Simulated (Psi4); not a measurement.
**One shape, several levels: Si2H4ClF (SMILES F[SiH]([SiH3])Cl)**

Wanted: a comparison of 4 runs (HF/STO-3G, B3LYP/6-31G*, HSE06/def2-SVP, TPSSh/def2-SVP) of Si2H4ClF. 

The results are computed with Psi4 1.11.

1 further run of the same task is left out (set aside as unsound or not needed). Runs told in other sessions of the task aren't counted.

### 1 The system as given

Si2H4ClF has 8 atoms, charge 0, and is taken as a singlet. SMILES: `F[SiH]([SiH3])Cl`. One bond was lengthened or shortened from a relaxed shape.

Bond lengths: F1–Si2 1.597 Å, Si2–Si3 2.339 Å, Si2–Cl4 2.049 Å, Si2–H5 1.704 Å, Si3–H6 1.487 Å, Si3–H7 1.486 Å, Si3–H8 1.485 Å. Some angles: F1–Si2–Si3 109.8°, F1–Si2–Cl4 107.9°, Si3–Si2–Cl4 109.0°, F1–Si2–H5 107.2°, Si3–Si2–H5 115.4°, Cl4–Si2–H5 107.3°, Si2–Si3–H6 110.0°, Si2–Si3–H7 108.3°, Si2–Si3–H8 109.2°, H6–Si3–H7 109.5°.

### 2 Energy and gradient at HF/STO-3G (run 1)

File clfh4si2.xyz:

```xyz
8
ClFH4Si2
F     -1.475946     1.670392     0.269905
Si    -0.529846     0.686392    -0.558995
Si     0.392054    -0.919408     0.870005
Cl    -1.681046    -0.256508    -1.967195
H      0.596600     1.655400    -1.392300
H      1.208754    -0.257508     1.921005
H      1.256554    -1.820208     0.064305
H     -0.703546    -1.700508     1.498305
```

File job.py:

```python
import psi4

psi4.set_memory(2200000000)
psi4.set_num_threads(1)
psi4.core.set_output_file('psi4.out', False)

with open('clfh4si2.xyz') as f:
    atoms = ''.join(f.readlines()[2:])
mol = psi4.geometry('0 1\n' + atoms + 'symmetry c1')

psi4.set_options({
    'basis': 'STO-3G',
    'reference': 'rhf',
    'puream': True,
    'e_convergence': 1e-09,
    'd_convergence': 1e-08,
    'scf_type': 'pk',
})

E, wfn = psi4.gradient("scf", molecule=mol, return_wfn=True)
psi4.oeprop(wfn, "MULLIKEN_CHARGES", "LOWDIN_CHARGES", "WIBERG_LOWDIN_INDICES", title="SCF")
print('gradient / Eh bohr^-1')
print(E.np.round(6))
print(f'energy = {wfn.energy():.10f} Eh')
```

Command:

```
$ python job.py
```

psi4.out:

```text
[...]
  Running in c1 symmetry.
[...]
  Nuclear repulsion =  275.122489820201224
[...]
  Multiplicity = 1
[...]
  Nalpha       = 29
  Nbeta        = 29
[...]
    Number of basis functions: 36
[...]
   @RHF iter   1: -1126.12462563485656   -2.60178e+00   8.03327e-03 DIIS/ADIIS
[...]
   @RHF iter  10: -1126.20861600702437   -9.09495e-13   4.04647e-09 DIIS
[...]
  @RHF Final Energy: -1126.20861600702437
   => Energetics <=
    Nuclear Repulsion Energy =            275.1224898202012241
    One-Electron Energy =               -2116.3691188056877763
    Two-Electron Energy =                 715.0380129784621204
    Total Energy =                      -1126.2086160070243750
[...]
 Multipole Moments:
 ------------------------------------------------------------------------------------
     Multipole            Electronic (a.u.)      Nuclear  (a.u.)        Total (a.u.)
 ------------------------------------------------------------------------------------
 L = 1.  Multiply by 2.5417464519 to convert [e a0] to [Debye]
 Dipole X            :         -5.7186321            6.6383297            0.9196976
 Dipole Y            :          3.6477576           -3.5756193            0.0721383
 Dipole Z            :         -3.6233013            4.4109033            0.7876020
 Magnitude           :                                                    1.2129981
[...]
  -Total Gradient:
     Atom            X                  Y                   Z
    ------   -----------------  -----------------  -----------------
       1        0.011388011479    -0.011121487159    -0.004618562474
       2       -0.098042946783    -0.036731334981     0.015026134124
       3       -0.004654720152     0.004729345643     0.000630038790
       4        0.014368960682     0.008931895655     0.017995922749
       5        0.064244056107     0.055735398634    -0.046136902705
       6        0.018459056089     0.014628814975     0.023321199384
       7        0.018877310009    -0.019204796624    -0.019395464399
       8       -0.024639727435    -0.016967836140     0.013177634531
[...]
  Mulliken Charges: (a.u.)
   Center  Symbol    Alpha    Beta     Spin     Total
       1     F     4.65636  4.65636  0.00000 -0.31272
       2    SI     6.60903  6.60903  0.00000  0.78194
       3    SI     6.75727  6.75727  0.00000  0.48547
       4    CL     8.70535  8.70535  0.00000 -0.41069
       5     H     0.56689  0.56689  0.00000 -0.13377
       6     H     0.56945  0.56945  0.00000 -0.13891
       7     H     0.56870  0.56870  0.00000 -0.13740
       8     H     0.56695  0.56695  0.00000 -0.13391
   Total alpha = 29.00000, Total beta = 29.00000, Total charge = -0.00000
[...]
```

Standard output:

```text
gradient / Eh bohr^-1
[[ 0.011388 -0.011121 -0.004619]
 [-0.098043 -0.036731  0.015026]
 [-0.004655  0.004729  0.00063 ]
 [ 0.014369  0.008932  0.017996]
 [ 0.064244  0.055735 -0.046137]
 [ 0.018459  0.014629  0.023321]
 [ 0.018877 -0.019205 -0.019395]
 [-0.02464  -0.016968  0.013178]]
energy = -1126.2086160070 Eh
```

Run time: 1.1 s. Hardware: 1 thread of AMD EPYC 9R45 (Zen 5), shared host; peak memory 0.18 GiB.

### 3 The energy at B3LYP/6-31G(d) (Cartesian functions) (run 2)

clfh4si2.xyz is that of step 2.

File calc.py:

```python
import psi4

psi4.set_memory(2200000000)
psi4.set_num_threads(1)
psi4.core.set_output_file('output.dat', False)

with open('clfh4si2.xyz') as f:
    atoms = ''.join(f.readlines()[2:])
m = psi4.geometry('0 1\n' + atoms + 'symmetry c1\nno_reorient\nno_com')

options = {'basis': '6-31G*', 'puream': False, 'e_convergence': 1e-09, 'd_convergence': 1e-08, 'scf_type': 'pk', 'dft_radial_points': 99, 'dft_spherical_points': 590}
psi4.set_options(options)

E = psi4.energy('b3lyp')
print('E =', round(E, 9))
```

Command:

```
$ python calc.py
```

output.dat:

```text
[...]
  Running in c1 symmetry.
[...]
  Nuclear repulsion =  275.122489820201224
[...]
  Multiplicity = 1
[...]
  Nalpha       = 29
  Nbeta        = 29
[...]
    Number of basis functions: 80
[...]
   @RKS iter   1: -1141.44500447028690   -3.98094e-01   5.13075e-03 ADIIS/DIIS
[...]
   @RKS iter  11: -1141.52089152371832    2.27374e-13   2.76632e-09 DIIS
[...]
    Orbital Energies [Eh]
    ---------------------
    Doubly Occupied:
       1A   -101.548780     2A    -66.219947     3A    -66.141255
       4A    -24.709701     5A     -9.468524     6A     -7.229624
       7A     -7.223826     8A     -7.223454     9A     -5.360974
      10A     -5.297106    11A     -3.721826    12A     -3.719988
      13A     -3.717528    14A     -3.655281    15A     -3.654969
      16A     -3.654912    17A     -1.200122    18A     -0.842234
      19A     -0.583949    20A     -0.537360    21A     -0.462074
      22A     -0.458009    23A     -0.448587    24A     -0.380305
      25A     -0.373773    26A     -0.363982    27A     -0.355757
      28A     -0.340303    29A     -0.296877
[...]
  @RKS Final Energy: -1141.52089152371832
   => Energetics <=
    Nuclear Repulsion Energy =            275.1224898202012241
    One-Electron Energy =               -2127.7650819302762102
    Two-Electron Energy =                 777.2896481701748144
    DFT Exchange-Correlation Energy =     -66.1679475838181048
    Empirical Dispersion Energy =           0.0000000000000000
    VV10 Nonlocal Energy =                  0.0000000000000000
    Total Energy =                      -1141.5208915237183191
[...]
 Multipole Moments:
 ------------------------------------------------------------------------------------
     Multipole            Electronic (a.u.)      Nuclear  (a.u.)        Total (a.u.)
 ------------------------------------------------------------------------------------
 L = 1.  Multiply by 2.5417464519 to convert [e a0] to [Debye]
 Dipole X            :         78.8542727          -78.2951744            0.5590983
 Dipole Y            :        -10.2382528            9.9925770           -0.2456758
 Dipole Z            :         46.7720966          -46.4262529            0.3458437
 Magnitude           :                                                    0.7018229
[...]
```

On the terminal:

```text
E = -1141.520891524
```

Wall time 7.5 s (1 thread of AMD EPYC 9R45 (Zen 5), shared host); peak memory 1.1 GiB.

Run 3 isn't shown in full; the table further down has it.

### 4 Energy and gradient at TPSSh/def2-SVP (run 4)

File job.json:

```json
{
 "schema_name": "qcschema_input",
 "schema_version": 1,
 "molecule": {
  "schema_name": "qcschema_molecule",
  "schema_version": 2,
  "symbols": ["F", "Si", "Si", "Cl", "H", "H", "H", "H"],
  "geometry": [-2.78913371, 3.1565834, 0.51004653, -1.00126383, 1.29709289, -1.05634746, 0.74087469, -1.73742932, 1.64407118, -3.17671654, -0.48472987, -3.71745978, 1.12741061, 3.12825263, -2.63106568, 2.28421401, -0.48661959, 3.63017333, 2.37454292, -3.43969461, 0.12151884, -1.32950926, -3.21349439, 2.8313861],
  "molecular_charge": 0,
  "molecular_multiplicity": 1,
  "fix_symmetry": "c1",
  "fix_com": true,
  "fix_orientation": true
 },
 "driver": "gradient",
 "model": {
  "method": "tpssh",
  "basis": "def2-SVP"
 },
 "keywords": {
  "puream": true,
  "e_convergence": 1e-09,
  "d_convergence": 1e-08,
  "scf_type": "pk",
  "dft_radial_points": 99,
  "dft_spherical_points": 590
 }
}
```

Command:

```
$ psi4 --qcschema job.json -n 1 --memory 2200MB
```

stdout:

```text
[...]
  Running in c1 symmetry.
[...]
  Nuclear repulsion =  275.122490039934860
[...]
  Multiplicity = 1
[...]
  Nalpha       = 29
  Nbeta        = 29
[...]
    Number of basis functions: 88
[...]
   @RKS iter   1: -1141.09851315671312   -3.49742e-01   4.50222e-03 DIIS/ADIIS
[...]
   @RKS iter  11: -1141.16421055761361   -1.59162e-12   4.25391e-09 DIIS
[...]
  @RKS Final Energy: -1141.16421055761361
   => Energetics <=
    Nuclear Repulsion Energy =            275.1224900399348599
    One-Electron Energy =               -2127.1775609683977564
    Two-Electron Energy =                 785.0353456381328670
    DFT Exchange-Correlation Energy =     -74.1444852672835140
    Empirical Dispersion Energy =           0.0000000000000000
    VV10 Nonlocal Energy =                  0.0000000000000000
    Total Energy =                      -1141.1642105576136146
[...]
 Multipole Moments:
 ------------------------------------------------------------------------------------
     Multipole            Electronic (a.u.)      Nuclear  (a.u.)        Total (a.u.)
 ------------------------------------------------------------------------------------
 L = 1.  Multiply by 2.5417464519 to convert [e a0] to [Debye]
 Dipole X            :         78.7647820          -78.2951743            0.4696078
 Dipole Y            :        -10.2647328            9.9925768           -0.2721559
 Dipole Z            :         46.6787281          -46.4262528            0.2524753
 Magnitude           :                                                    0.5986185
[...]
  -Total Gradient:
     Atom            X                  Y                   Z
    ------   -----------------  -----------------  -----------------
       1        0.012427035500    -0.013706614065    -0.011309330755
       2       -0.047868627319    -0.019001951890     0.030998792907
       3       -0.001330038779    -0.000189156566     0.000055180004
       4        0.004601822665     0.003972406300     0.005684158239
       5        0.032098486921     0.028127746940    -0.024806194022
       6       -0.000300694021    -0.000192854727    -0.000624447084
       7       -0.000394485649     0.000624118561     0.000302860854
       8        0.000766061938     0.000345262308    -0.000294024925
[...]
```

The result, in JSON:

```text
{
 "driver": "gradient",
 "model": {
  "method": "tpssh",
  "basis": "def2-SVP"
 },
 "success": true,
 "return_result": [0.01242703550007676, -0.013706614064827288, -0.01130933075473367, -0.04786862731902064, -0.01900195188993946, 0.030998792907209683, -0.0013300387792802692, -0.00018915656626335153, 5.5180004002593555e-05, 0.00460182266450973, 0.0039724062999909465, 0.005684158239331105, 0.03209848692114857, 0.028127746940202196, -0.024806194022183134, -0.00030069402097836206, -0.00019285472748996335, -0.0006244470841910155, -0.00039448564886745974, 0.0006241185605621313, 0.00030286085358756376, 0.0007660619383529216, 0.0003452623076561495, -0.00029402492516160394],
 "properties": {
  "calcinfo_nbasis": 88,
  "calcinfo_nmo": 88,
  "calcinfo_nalpha": 29,
  "calcinfo_nbeta": 29,
  "calcinfo_natom": 8,
  "nuclear_repulsion_energy": 275.12249003993486,
  "return_energy": -1141.1642105576136,
  "return_gradient": [0.01242703550007676, -0.013706614064827288, -0.01130933075473367, -0.04786862731902064, -0.01900195188993946, 0.030998792907209683, -0.0013300387792802692, -0.00018915656626335153, 5.5180004002593555e-05, 0.00460182266450973, 0.0039724062999909465, 0.005684158239331105, 0.03209848692114857, 0.028127746940202196, -0.024806194022183134, -0.00030069402097836206, -0.00019285472748996335, -0.0006244470841910155, -0.00039448564886745974, 0.0006241185605621313, 0.00030286085358756376, 0.0007660619383529216, 0.0003452623076561495, -0.00029402492516160394],
  "scf_one_electron_energy": -2127.1775609683978,
  "scf_two_electron_energy": 785.0353456381329,
  "scf_xc_energy": -74.14448526728351,
  "scf_dipole_moment": [0.4696077693454299, -0.27215592469345573, 0.25247526235558126],
  "scf_total_energy": -1141.1642105576136,
  "scf_total_gradient": [0.01242703550007676, -0.013706614064827288, -0.01130933075473367, -0.04786862731902064, -0.01900195188993946, 0.030998792907209683, -0.0013300387792802692, -0.00018915656626335153, 5.5180004002593555e-05, 0.00460182266450973, 0.0039724062999909465, 0.005684158239331105, 0.03209848692114857, 0.028127746940202196, -0.024806194022183134, -0.00030069402097836206, -0.00019285472748996335, -0.0006244470841910155, -0.00039448564886745974, 0.0006241185605621313, 0.00030286085358756376, 0.0007660619383529216, 0.0003452623076561495, -0.00029402492516160394],
  "scf_iterations": 11
 }
}
```

Wall time 23 s (1 thread of AMD EPYC 9R45 (Zen 5), shared host); peak memory 1.3 GiB.

### 5 The series

```csv
run,level,task,Cartesian functions,energy (Eh),dipole moment (D),HOMO energy (eV),LUMO energy (eV),wall time
1,HF/STO-3G,gradient,no,-1126.208616,3.08,-8.75,8.30,1.1 s
2,B3LYP/6-31G* (Cartesian functions),energy,yes,-1141.520892,1.78,-8.08,-0.52,7.5 s
3,HSE06/def2-SVP,gradient,no,-1140.674722,1.59,-7.89,-0.77,23 s
4,TPSSh/def2-SVP,gradient,no,-1141.164211,1.52,-7.73,-0.74,23 s
```

### 6 What came out

```
                       quantity           value
            run 4: total energy  -1141.16421 Eh
           run 4: dipole moment          1.52 D
             run 4: HOMO energy        -7.73 eV
             run 4: LUMO energy        -0.74 eV
           run 4: HOMO–LUMO gap         6.99 eV
run 4: largest force on an atom      3.091 eV/Å
```

The dipole moment (its size) runs from 1.52 D (TPSSh/def2-SVP) to 3.08 D (HF/STO-3G). The two ends differ in method and basis. The HOMO–LUMO gap runs from 6.99 eV (TPSSh/def2-SVP) to 17.05 eV (HF/STO-3G). Totals of different functionals can't be ranked against each other. In run 1 the basis is minimal, so the values are rough. All runs together took 55 s, the longest 23 s.
